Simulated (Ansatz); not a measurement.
Crystal: Ta3AsAu2O13.

```
Ta As Au O
1.0
     5.88672    0.00000    0.00000
     2.19986    5.91413    0.00000
     1.85109    1.73865    7.56124
Ta As Au O
3 1 2 13
Direct
  0.39605 0.05000 0.58683
  0.95891 0.61806 0.76348
  0.06984 0.27356 0.18903
  0.07072 0.88917 0.02743
  0.21939 0.67567 0.38144
  0.68925 0.45927 0.56874
  0.16689 0.59518 0.16534
  0.86104 0.11514 0.11677
  0.26950 0.96377 0.83676
  0.87527 0.82792 0.92000
  0.70329 0.78261 0.54686
  0.17528 0.40817 0.59350
  0.27798 0.92640 0.17203
  0.64612 0.14878 0.61595
  0.14281 0.39538 0.93941
  0.30048 0.17203 0.35732
  0.19051 0.80386 0.59347
  0.70787 0.47140 0.81379
  0.77878 0.42364 0.31185
```

The cell was built by a generator and needn't be a form met in nature.

Base run:

```yaml
Program: Ansatz 0.2.0
Functional: PBE
Potentials_or_basis: Ansatz PAW
Cutoff: 420 eV
Density_cutoff: 1680 eV
k_mesh: 5 × 5 × 4
Occupations: fermi-dirac, width 0.05 eV
Spin: no spin polarisation
Hubbard_terms: Au d U = 4 eV, Ta d U = 4 eV
```

Its results: band gap on the k mesh 1.75 eV, indirect (least direct gap 1.79 eV); pressure 1.6 GPa; largest force 0.265 eV/Å.

After a change of settings the same cell gave: band gap on the k mesh 1.61 eV, indirect (least direct gap 1.65 eV); pressure 0.1 GPa; largest force 0.019 eV/Å. Which change was it?
A. functional from PBE to BLYP; hubbard terms from Au d U = 4 eV, Ta d U = 4 eV to none; hubbard projectors from ortho-atomic (the default) to none
B. potentials or basis from Ansatz PAW to Ansatz PAW earlier set; cutoff from 420 eV to 900 eV; density cutoff from 1680 eV to 3600 eV; hubbard terms from Au d U = 4 eV, Ta d U = 4 eV to none; hubbard projectors from ortho-atomic (the default) to none; valence electrons from 170 to 212
C. hubbard terms from Au d U = 4 eV, Ta d U = 4 eV to Au d U = 6 eV, Ta d U = 6 eV

B.

Caveats: odd divisions of the mesh miss points on the zone boundary, where band edges often lie, so the gap on the mesh can be too wide; spin-orbit coupling is left out, which moves the levels of the heavy elements; the density of states is complete only up to the lowest level of the last band computed (some runs).

Not every run made on this cell is shown here.
